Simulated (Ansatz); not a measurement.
NbRu3C:

```
CELL_PARAMETERS angstrom
4.06514 0.00000 0.00000
0.00000 4.06514 0.00000
0.00000 0.00000 4.06514
ATOMIC_POSITIONS crystal
Ru 0.50000 0.50000 0.00000
Ru 0.50000 0.00000 0.50000
Ru 0.00000 0.50000 0.50000
Nb 0.00000 0.00000 0.00000
C 0.50000 0.50000 0.50000
```

The cell comes from a database or a generator and needn't be the stable form of this composition.

Base run:

| Property | Result |
| --- | --- |
| Program | Ansatz 0.2.0 |
| Functional | RPBE |
| Potentials or basis | Ansatz PAW |
| Cutoff | 420 eV (not typed: the program's choice for these potentials) |
| k mesh | 7 × 7 × 7 |
| Occupations | fermi-dirac, width 0.05 eV |
| Spin | no spin polarisation |

Its results: band gap on the k mesh none (metal or under the smearing width); pressure 0.5 GPa.

The run is repeated on the same cell with these changes: functional from RPBE to BLYP. What comes out?

Band gap on the k mesh none (metal or under the smearing width); pressure 8.2 GPa.

Caveats: the PAW data sets come from PBE, with cores solved anew for the run's functional, which leaves a small shift of forces and pressure; the density of states is complete only up to the lowest level of the last band computed.
